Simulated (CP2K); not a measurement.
# One shape, several levels: CH8OSi3 (SMILES O=C[SiH2][SiH2][SiH3])

We compute a comparison of 3 runs (PDG, GFN2-xTB, PM6) of CH8OSi3. 

Program for the calculation: CP2K 2026.2.

3 further runs of the same task are left out: 2 that didn't finish, 1 set aside as unsound or not needed.

## (1) The molecule

CH8OSi3: 13 atoms, total charge 0, spin state singlet. SMILES: `O=C[SiH2][SiH2][SiH3]`. Geometry: a rough force-field guess. This is one conformer, not always the lowest.

Bond lengths: O1–C2 1.175 Å, C2–Si3 1.860 Å, Si3–Si4 2.384 Å, Si4–Si5 2.296 Å, C2–H6 1.086 Å, Si3–H7 1.506 Å, Si3–H8 1.443 Å, Si4–H9 1.423 Å, Si4–H10 1.469 Å, Si5–H11 1.525 Å, Si5–H12 1.497 Å, Si5–H13 1.529 Å. Some angles: O1–C2–Si3 118.8°, C2–Si3–Si4 108.2°, Si3–Si4–Si5 104.0°, O1–C2–H6 123.0°, Si3–C2–H6 118.2°, C2–Si3–H7 109.7°, C2–Si3–H8 114.8°, Si4–Si3–H7 105.8°, Si4–Si3–H8 109.5°, Si3–Si4–H9 108.0°.

## (2) Energy and gradient at PDG (run 1)

Contents of cp2k_ase.py:

```python
import numpy as np
from ase import Atoms
from ase.calculators.cp2k import CP2K

atoms = Atoms(['O', 'C', 'Si', 'Si', 'Si', 'H', 'H', 'H', 'H', 'H', 'H', 'H', 'H'],
              positions=[(-1.617300, 0.249500, 1.727300),
                         (-1.447800, -0.897800, 1.541500),
                         (-0.735800, -1.445800, -0.086600),
                         (1.293100, -0.247900, -0.452400),
                         (0.615700, 1.934500, -0.670800),
                         (-1.659300, -1.655800, 2.290600),
                         (-0.345400, -2.898600, -0.007100),
                         (-1.610200, -1.268800, -1.220800),
                         (1.872700, -0.724100, -1.661100),
                         (2.200500, -0.464600, 0.682100),
                         (0.235500, 2.543300, 0.674500),
                         (1.780400, 2.730800, -1.172600),
                         (-0.561600, 2.110400, -1.629800)])
atoms.set_cell([11.9, 13.6, 12.0])
atoms.center()
inp = """
&FORCE_EVAL
    METHOD QS
    &DFT
        &QS
            METHOD PDG
            EPS_DEFAULT 1.0E-10
            &SE
                &COULOMB
                    CUTOFF [angstrom] 50
                    RC_RANGE [angstrom] 0
                &END COULOMB
                &EXCHANGE
                    CUTOFF [angstrom] 50
                    RC_RANGE [angstrom] 0
                &END EXCHANGE
            &END SE
        &END QS
        # isolated system
        &POISSON
            PERIODIC NONE
            POISSON_SOLVER ANALYTIC
        &END POISSON
        &SCF
            SCF_GUESS ATOMIC
            EPS_SCF 1.0E-06
            MAX_SCF 80
            ADDED_MOS 4
            &DIAGONALIZATION
                ALGORITHM STANDARD
            &END DIAGONALIZATION
            &MIXING
                METHOD DIRECT_P_MIXING
                ALPHA 0.4
            &END MIXING
        &END SCF
        &PRINT
            &MOMENTS
                PERIODIC F
                REFERENCE COM
                MAX_MOMENT 1
            &END MOMENTS
            &MO ON
                ENERGIES T
                OCCUPATION_NUMBERS T
                NDIGITS 6
                &EACH
                    QS_SCF 0
                &END EACH
                ADD_LAST NUMERIC
            &END MO
            &HIRSHFELD OFF
            &END HIRSHFELD
        &END PRINT
    &END DFT
    # structure
    &SUBSYS
    &END SUBSYS
&END FORCE_EVAL
"""
calc = CP2K(command="cp2k.psmp -s", label="molecule", inp=inp, basis_set=None, basis_set_file=None, potential_file=None, pseudo_potential=None, xc=None, cutoff=None, max_scf=None, charge=None, uks=False,
            force_eval_method=None, print_level="LOW", poisson_solver=None, stress_tensor=False)
atoms.calc = calc
e = atoms.get_potential_energy()
f = atoms.get_forces()
print(f"energy = {e:.6f} eV")
print("forces (eV/angstrom):")
for s, v in zip(atoms.get_chemical_symbols(), f):
    print(f"{s:2s} {v[0]:10.5f} {v[1]:10.5f} {v[2]:10.5f}")
```

On the command line:

```bash
$ OMP_NUM_THREADS=1 python cp2k_ase.py
```

What it wrote:

```text
energy = -751.487798 eV
forces (eV/angstrom):
O    -0.96695    3.69150    1.38872
C     0.93749   -2.96518   -1.83618
Si    0.50513   -2.06053   -0.55577
Si    0.69637   -1.13869    0.50382
Si   -0.83722    2.87068   -0.08420
H    -0.15642   -0.29950    0.43876
H    -0.46526    1.60111   -0.02661
H     0.37969    0.04859    0.66617
H    -0.20643    0.17734    0.34954
H    -0.75656    0.24472   -0.85292
H     0.45900   -0.91533   -1.68894
H    -1.18857   -0.87115    0.43810
H     1.59973   -0.38357    1.25952
```

molecule.out:

```text
CP2K| version string:                                       CP2K version 2026.2
 CP2K| Input file name                                              molecule.inp

[... 22 lines left out ...]
 *** WARNING in qs_kind_types.F:2264 :: Information provided in the input ***
[... 79 lines left out ...]
  *** SCF run converged in    18 steps ***
[... 23 lines left out ...]
 SE_DIPOLE| Dipole type                                             non-periodic
[... 2 lines left out ...]
 SE_DIPOLE| Derivative [a.u.]       0.00000000       0.00000000       0.00000000
[... 27 lines left out ...]
 -------------------------------------------------------------------------------
```

Run time: 0.74 s. Hardware: 1 thread of Arm Neoverse V2, shared host.

## (3) A single-point energy at GFN2-xTB (run 2)

Contents of run.inp:

```
&FORCE_EVAL
  METHOD Quickstep
  &DFT
    CHARGE 0
    MULTIPLICITY 1
    &QS
      METHOD XTB
      EPS_DEFAULT 1.0E-10
      &XTB
        GFN_TYPE TBLITE
        &TBLITE
          METHOD GFN2
        &END TBLITE
        CHECK_ATOMIC_CHARGES F
      &END XTB
    &END QS
    &POISSON
      PERIODIC NONE
      POISSON_SOLVER ANALYTIC
    &END POISSON
    &SCF
      SCF_GUESS RANDOM
      EPS_SCF 1.0E-07
      MAX_SCF 73
      ADDED_MOS 4
      &DIAGONALIZATION
        ALGORITHM STANDARD
      &END DIAGONALIZATION
      &MIXING
        METHOD DIRECT_P_MIXING
        ALPHA 0.4
      &END MIXING
      &SMEAR ON
        METHOD FERMI_DIRAC
        ELECTRONIC_TEMPERATURE [K] 300
      &END SMEAR
    &END SCF
    &PRINT
      &MOMENTS
        PERIODIC F
        REFERENCE COM
        MAX_MOMENT 1
      &END MOMENTS
      &MO ON
        ENERGIES T
        OCCUPATION_NUMBERS T
        NDIGITS 6
        &EACH
          QS_SCF 0
        &END EACH
        ADD_LAST NUMERIC
      &END MO
      &HIRSHFELD OFF
      &END HIRSHFELD
    &END PRINT
  &END DFT
  &SUBSYS
    &CELL
      ABC [angstrom] 11.9 13.6 12
      PERIODIC NONE
    &END CELL
    &COORD
      O     -1.617300     0.249500     1.727300
      C     -1.447800    -0.897800     1.541500
      Si    -0.735800    -1.445800    -0.086600
      Si     1.293100    -0.247900    -0.452400
      Si     0.615700     1.934500    -0.670800
      H     -1.659300    -1.655800     2.290600
      H     -0.345400    -2.898600    -0.007100
      H     -1.610200    -1.268800    -1.220800
      H      1.872700    -0.724100    -1.661100
      H      2.200500    -0.464600     0.682100
      H      0.235500     2.543300     0.674500
      H      1.780400     2.730800    -1.172600
      H     -0.561600     2.110400    -1.629800
    &END COORD
    &TOPOLOGY
      &CENTER_COORDINATES
      &END CENTER_COORDINATES
    &END TOPOLOGY
  &END SUBSYS
&END FORCE_EVAL
&GLOBAL
  PROJECT_NAME run
  RUN_TYPE ENERGY
  PRINT_LEVEL MEDIUM
&END GLOBAL
```

On the command line:

```bash
$ OMP_NUM_THREADS=1 cp2k.psmp -i run.inp > run.out 2>&1
```

What it wrote:

```text
CP2K| version string:                                       CP2K version 2026.2
[...]
 GLOBAL| Method name                                                        CP2K
[...]
 GLOBAL| Run type                                                         ENERGY
[...]
                             - Atoms:                                         13
[...]
                             - Spherical basis functions:                     43
[...]
 Number of electrons:                                                         30
[...]
  *** SCF run converged in    26 steps ***
[...]
  Fermi energy:                                                -0.31252579143583
[...]
 TB_DIPOLE| Moment [Debye]          1.55857013      -1.43569909      -1.83677733
 TB_DIPOLE| Derivative [a.u.]       0.00000000       0.00000000       0.00000000
[...]
 ENERGY| Total FORCE_EVAL ( QS ) energy [hartree]            -15.388346438600044
[...]
```

Run time: 0.28 s. Hardware: 1 thread of Arm Neoverse V2, shared host.

## (4) Energy and forces at PM6 (run 3)

Contents of molecule.pdb:

```
HETATM    1 O    MOL A   1      -1.617   0.250   1.727  1.00  0.00           O
HETATM    2 C    MOL A   1      -1.448  -0.898   1.542  1.00  0.00           C
HETATM    3 Si   MOL A   1      -0.736  -1.446  -0.087  1.00  0.00          SI
HETATM    4 Si   MOL A   1       1.293  -0.248  -0.452  1.00  0.00          SI
HETATM    5 Si   MOL A   1       0.616   1.934  -0.671  1.00  0.00          SI
HETATM    6 H    MOL A   1      -1.659  -1.656   2.291  1.00  0.00           H
HETATM    7 H    MOL A   1      -0.345  -2.899  -0.007  1.00  0.00           H
HETATM    8 H    MOL A   1      -1.610  -1.269  -1.221  1.00  0.00           H
HETATM    9 H    MOL A   1       1.873  -0.724  -1.661  1.00  0.00           H
HETATM   10 H    MOL A   1       2.200  -0.465   0.682  1.00  0.00           H
HETATM   11 H    MOL A   1       0.236   2.543   0.674  1.00  0.00           H
HETATM   12 H    MOL A   1       1.780   2.731  -1.173  1.00  0.00           H
HETATM   13 H    MOL A   1      -0.562   2.110  -1.630  1.00  0.00           H
END
```

Contents of mol.inp:

```
&GLOBAL
 PROJECT_NAME mol
 RUN_TYPE ENERGY_FORCE
 PRINT_LEVEL MEDIUM
&END GLOBAL

&FORCE_EVAL
 METHOD Quickstep
 &DFT
  &QS
   METHOD PM6
   EPS_DEFAULT 1.0E-10
   &SE
    &COULOMB
     CUTOFF [angstrom] 50
     RC_RANGE [angstrom] 0
    &END COULOMB
    &EXCHANGE
     CUTOFF [angstrom] 50
     RC_RANGE [angstrom] 0
    &END EXCHANGE
   &END SE
  &END QS
  &POISSON
   PERIODIC NONE
   POISSON_SOLVER ANALYTIC
  &END POISSON
  &SCF
   SCF_GUESS ATOMIC
   EPS_SCF 1.0E-07
   MAX_SCF 30
   &OT
    MINIMIZER DIIS
    PRECONDITIONER FULL_SINGLE_INVERSE
    LINESEARCH GOLD
   &END OT
   &OUTER_SCF
    EPS_SCF 1.0E-07
    MAX_SCF 5
   &END OUTER_SCF
  &END SCF
  &PRINT
   &MOMENTS
    PERIODIC F
    REFERENCE COM
    MAX_MOMENT 1
   &END MOMENTS
   &MO_CUBES
    NLUMO 5
    NHOMO -1
    WRITE_CUBE F
   &END MO_CUBES
   &HIRSHFELD OFF
   &END HIRSHFELD
  &END PRINT
 &END DFT
 &SUBSYS
  &CELL
   ABC 15.9 17.6 16
   PERIODIC NONE
  &END CELL
  &TOPOLOGY
   COORD_FILE_NAME molecule.pdb
   COORD_FILE_FORMAT PDB
   CONN_FILE_FORMAT OFF
   &CENTER_COORDINATES
   &END CENTER_COORDINATES
  &END TOPOLOGY
 &END SUBSYS
 &PRINT
  &FORCES ON
  &END FORCES
 &END PRINT
&END FORCE_EVAL
```

On the command line:

```bash
$ OMP_NUM_THREADS=1 cp2k.psmp -i mol.inp > mol.out 2>&1
```

What it wrote:

```text
CP2K| version string:                                       CP2K version 2026.2
[...]
 GLOBAL| Method name                                                        CP2K
[...]
 GLOBAL| Run type                                                   ENERGY_FORCE
[...]
                             - Atoms:                                         13
[...]
                             - Spherical basis functions:                     43
[...]
 Number of electrons:                                                         30
[...]
     1 OT DIIS     0.80E-01    0.0     0.21014853       -21.5341089641 -2.15E+01
[...]
    30 OT DIIS     0.80E-01    0.0     0.00000007       -27.1650597385 -1.78E-12
  *** SCF run converged in    30 steps ***
  Core-core repulsion energy [eV]:                           1737.42031588946975
  Core Hamiltonian energy [eV]:                             -1139.45943626088274
  Two-electron integral energy [eV]:                        -2674.31949531735381
  Electronic energy [eV]:                                   -2476.61918391955987
  Total energy [eV]:                                         -739.19886803009001
  Atomic reference energy [eV]:                               739.75803386501104
  Heat of formation [kcal/mol]:                                12.89467150380236
[...]
 SE_DIPOLE| Moment [Debye]         -0.50524363       2.27270977       0.70891683
 SE_DIPOLE| Derivative [a.u.]       0.00000000       0.00000000       0.00000000
 *** WARNING in qs_scf_post_se.F:140 :: Printing of MO cube files not ***
 *** implemented for Semi-Empirical method.                           ***
 ENERGY| Total FORCE_EVAL ( QS ) energy [hartree]            -27.165059738481773
[...]
```

Wall time 0.58 s (1 thread of Arm Neoverse V2, shared host).

## (5) The series

```
run     level      task  SCF convergence threshold  energy (Eh)  dipole moment (D)  HOMO energy (eV)  LUMO energy (eV)  wall time
  1       PDG  gradient                      1e-06   -27.616670               1.77             -8.79             -0.91     0.74 s
  2  GFN2-xTB    energy                      1e-07   -15.388346               2.80             -9.62             -7.61     0.28 s
  3       PM6  gradient                      1e-07   -27.165060               2.43                 –                 –     0.58 s
```

## (6) What came out

```
                                        quantity          value
                             run 3: total energy   -27.16506 Eh
                            run 3: dipole moment         2.43 D
run 3: heat of formation at this unrelaxed shape  12.9 kcal/mol
                 run 3: largest force on an atom     4.314 eV/Å
```

The dipole moment (its size) runs from 1.77 D (PDG) to 2.80 D (GFN2-xTB). Some of these are taken from atomic charges alone. Force-field and semi-empirical energies have zeros of their own, so their totals don't compare. All runs together took 1.6 s, the longest 0.74 s.
